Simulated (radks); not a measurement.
# Valence configurations of Ne²⁺

Aim: which of several valence configurations of Ne²⁺ lies lowest at this level, and whether it is the one NIST lists ([He] 2s2 2p4).

The numbers are computed with radks (a radial shooting solver on a logarithmic mesh, Libxc functionals) version 1 (Dirac Kohn-Sham, PBE, spin-unpolarised, spherical densities, point nucleus; open shells fill j = l - 1/2 first), except any that are marked as measured or tabulated.

## (1) What is computed

| Quantity | Value |
| --- | --- |
| element | neon (Z = 10) |
| charge | +2 |
| electrons | 8 |
| configuration | [He] 2s2 2p4 |
| others tried | 2s1 2p5; 2p6; 2s0.5 2p5.5; 2s1.5 2p4.5 |

## (2) [He] 2s2 2p4

The run's settings:

```text
Z 10
configuration [He] 2s2 2p4
relativity Dirac
functional pbe,pbe
spin unpolarised
j_filling energy
nucleus point
c 137.035999084
```

Launch:

```
$ python run_ks.py task.json out
```

All runs below come from this command, one after another.

## (3) [He] 2s1 2p5

Input: that of step 2 with these lines changed.

```diff
@@ -1,3 +1,3 @@
 Z 10
-configuration [He] 2s2 2p4
+configuration [He] 2s1 2p5
 relativity Dirac
```

## (4) [He] 2p6

Input: that of step 3 with these lines changed.

```diff
@@ -1,3 +1,3 @@
 Z 10
-configuration [He] 2s1 2p5
+configuration [He] 2p6
 relativity Dirac
```

## (5) [He] 2s0.5 2p5.5

Input: that of step 4 with these lines changed.

```diff
@@ -1,3 +1,3 @@
 Z 10
-configuration [He] 2p6
+configuration [He] 2s0.5 2p5.5
 relativity Dirac
```

## (6) [He] 2s1.5 2p4.5

Input: that of step 5 with these lines changed.

```diff
@@ -1,3 +1,3 @@
 Z 10
-configuration [He] 2s0.5 2p5.5
+configuration [He] 2s1.5 2p4.5
 relativity Dirac
```

Before running it: what results should come out? Wanted: for each run, valence; E − E(NIST configuration); highest level; its energy; 1s shift.

**Answer**, as computed:

```csv
valence,E − E(NIST configuration) (eV),highest level,its energy (eV),1s shift (eV)
2s2 2p4,0.000,2p3/2,-54.763,+0.00
2s1.5 2p4.5,11.689,2p3/2,-54.632,+0.37
2s1 2p5,23.400,2p3/2,-54.511,+0.72
2s0.5 2p5.5,35.135,2p3/2,-54.400,+1.05
2p6,46.892,2p3/2,-54.299,+1.35
```

**Reading.** The NIST configuration is the lowest of those tried, 11.689 eV under 2s1.5 2p4.5. The energies are those of spherical spin-averaged densities, not of single terms. The 1s eigenvalue shifts by up to 1.35 eV as the valence charge is rearranged.
